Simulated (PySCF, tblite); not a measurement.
**C₆H₅Cl+ (doublet): geometry, infrared bands and EPR parameters**

Wanted: the infrared bands and EPR parameters of C₆H₅Cl+ (doublet) (`C[C+]=[C]C#CCCl`), by calculation.

The runs use tblite 0.8.0 and PySCF 2.14.0, with density-fitted response routines of our own; the level of theory stands in each step. All values are computed, except where a source is named. Atoms count from 0, in the outputs and in this text.

## 1. The molecule as given

12 atoms, charge 1, multiplicity 2; geometry from: force field or distance geometry start.

Bonds of the start (Å): C0–C1 1.48, C1–C2 1.19, C2–C3 1.55, C3–C4 1.20, C4–C5 1.46, C5–Cl6 1.78, C0–H7 1.10, C0–H8 1.09, C0–H9 1.09, C5–H10 1.09, C5–H11 1.09.

## 2. Relaxing the molecule with GFN2-xTB

The job: settings as JSON, then the geometry in Å.

```
{"job": {"kind": "relax", "xc": "GFN2-xTB", "basis": "xTB"}, "charge": 1, "multiplicity": 2}
C      3.448700     0.208700     0.136100
C      1.978400     0.103100     0.076400
C      0.796300     0.004200     0.047100
C     -0.747800    -0.100200    -0.019500
C     -1.944600    -0.199700    -0.046100
C     -3.402800    -0.318800    -0.104300
Cl    -4.086100     1.219500    -0.669600
H      3.775200     1.186400    -0.243300
H      3.917500    -0.573300    -0.464500
H      3.798400     0.112200     1.169000
H     -3.817100    -0.535200     0.884400
H     -3.715000    -1.107800    -0.791700
```

Run with:

```
> OMP_NUM_THREADS=1 python probes_run.py task.json out
```

This one command runs all jobs of the session in turn.

**Question.** This job is followed by: GFN2-xTB harmonic vibrations, gas phase; UKS B3LYP, pcH-1 on C Cl H, non-relativistic, mean-field spin-orbit, GIAO. What will the session give for the following? strongest single infrared mode (GFN2-xTB); zero-point energy (GFN2-xTB); g(iso) (B3LYP); ⟨S²⟩; largest a(iso) (averaged by class); property runs in this session.

**Answer**, as computed:

```
                                 quantity                                            value
strongest single infrared mode (GFN2-xTB)                           2246 cm⁻¹, 1044 km/mol
             zero-point energy (GFN2-xTB)                                    50.2 kcal/mol
                           g(iso) (B3LYP)                                          2.02158
                                     ⟨S²⟩                               0.758 (exact 0.75)
       largest a(iso) (averaged by class)                        1H on H10, H11, 107.5 MHz
            property runs in this session  1, of which 0 failed and 1 gave unsound results
```

What this shows: Relaxing lowered the energy by 0.974 eV in 19 steps; the close pair that moved most is C2–C3, from 1.549 to 1.333 Å. No mode is imaginary among the 30: a minimum at this level. The strongest single mode, at 2246 cm⁻¹, is spread over several atoms, C2, C1, C3, C4 among them. GFN2-xTB is a fitted tight-binding method: band positions and strengths are rough. Its intensities can rank the bands wrongly. The largest spin populations lie on C1 (0.34 e), C4 (0.32 e). The isotropic g lies 19.3 ppt above the free-electron value. These values are not to be trusted: the run shows nearly degenerate orbitals, where second-order g theory doesn't apply. The conformer search found further structures of the same energy, which may be mirror or relabelled copies of this one.
